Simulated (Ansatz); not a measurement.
# F2H3NSi: the cost of one run

Method: PBE0-D4/def2-TZVP structures, single points in def2-TZVPP, no counterpoise correction; program: Ansatz 0.2.0, Gaussian basis.

Levels: SPW92, PBE-D4, BLYP-D4, r2SCAN-D4, B97M-V, PBE0-D4, B3LYP-D4, r2SCAN0-D4, BHLYP-D4, CAM-B3LYP-D4, wB97X-V, wB97M-V, B2PLYP, PBE-QIDH, RPA on PBE, Hartree-Fock, MP2, CCSD, CCSD(T).

Cores are frozen in the correlated methods. B3LYP uses VWN-RPA correlation. B2PLYP carries no dispersion term here.

113 further runs of the same task are left out: 113 set aside as unsound or not needed.

### Step 1. The starting structure

The complex: 16 atoms, charge 0, spin multiplicity 1.

Atoms are counted from 1 here; the program's logs count them from 0.

Bond lengths: Si1–F4 1.594 Å, Si1–F5 1.586 Å, Si1–H6 1.466 Å, Si1–N8 1.712 Å, O2–Si3 1.648 Å, O2–H9 0.979 Å, Si3–H11 1.489 Å, Si3–H12 1.481 Å, Si3–H13 1.488 Å, H7–O10 0.976 Å, N8–H14 1.011 Å, N8–H15 1.010 Å, O10–H16 0.959 Å. Angles: F4–Si1–F5 106.2°, F4–Si1–H6 106.4°, F4–Si1–N8 104.1°, F5–Si1–H6 109.2°, F5–Si1–N8 114.4°, H6–Si1–N8 115.7°, Si3–O2–H9 119.7°, O2–Si3–H11 111.4°, O2–Si3–H12 106.8°, O2–Si3–H13 110.9°, H11–Si3–H12 109.6°, H11–Si3–H13 108.2°, H12–Si3–H13 110.0°, Si1–N8–H14 116.1°, Si1–N8–H15 116.1°, H14–N8–H15 111.2°, H7–O10–H16 106.6°.

As a file:

```xyz
16
F2H9NO2Si2
Si    0.14469    0.15438    1.79921
O    -0.29593   -0.59411   -0.86711
Si    0.11682   -2.07251   -1.46569
F     0.42635    0.72766    3.26015
F    -0.43281   -1.30837    2.00178
H     1.44562    0.07000    1.12865
H     0.06603    2.06767   -0.41592
N    -0.96695    1.26690    1.12322
H     0.09146    0.21376   -1.26080
O     0.43704    1.95929   -1.31166
H     1.51280   -2.43592   -1.09795
H    -0.82285   -3.05205   -0.87409
H     0.00604   -2.09296   -2.94963
H    -1.61240    0.89146    0.44185
H    -1.43854    1.87683    1.77567
H     1.32245    2.32806   -1.28768
```

Its parts: F₂H₃NSi holds atoms 1, 4, 5, 6, 8, 14, 15; SiH₄O holds atoms 2, 3, 9, 11, 12, 13; H₂O holds atoms 7, 10, 16. Each part counts its atoms afresh in its own runs.

### Step 2. Relaxing F₂H₃NSi alone

Contents of relax-a/in.yaml:

```yaml
crystal:
  periodic: [false, false, false]
  atoms:
    - {symbol: Si, position_ang: [0.144689, 0.154381, 1.799206]}
    - {symbol: F, position_ang: [0.426347, 0.727663, 3.260146]}
    - {symbol: F, position_ang: [-0.432809, -1.308372, 2.001776]}
    - {symbol: H, position_ang: [1.445616, 0.069997, 1.128651]}
    - {symbol: N, position_ang: [-0.966950, 1.266905, 1.123224]}
    - {symbol: H, position_ang: [-1.612401, 0.891463, 0.441852]}
    - {symbol: H, position_ang: [-1.438539, 1.876829, 1.775670]}
basis:
  gaussian: {orbitals: def2-TZVP}
hamiltonian: {xc: pbe0, dispersion: d4}
relax: {f_tol: 0.005, max_steps: 200}
```

On the command line:

```sh
$ ansatz run in.yaml --threads 4 --pin off --events-out ev --progress --plain --max-ram 46080MiB --backend cpu
```

**Question.** How long does this run take on 4 threads of AMD EPYC 7R13, shared host?

About 40 s.
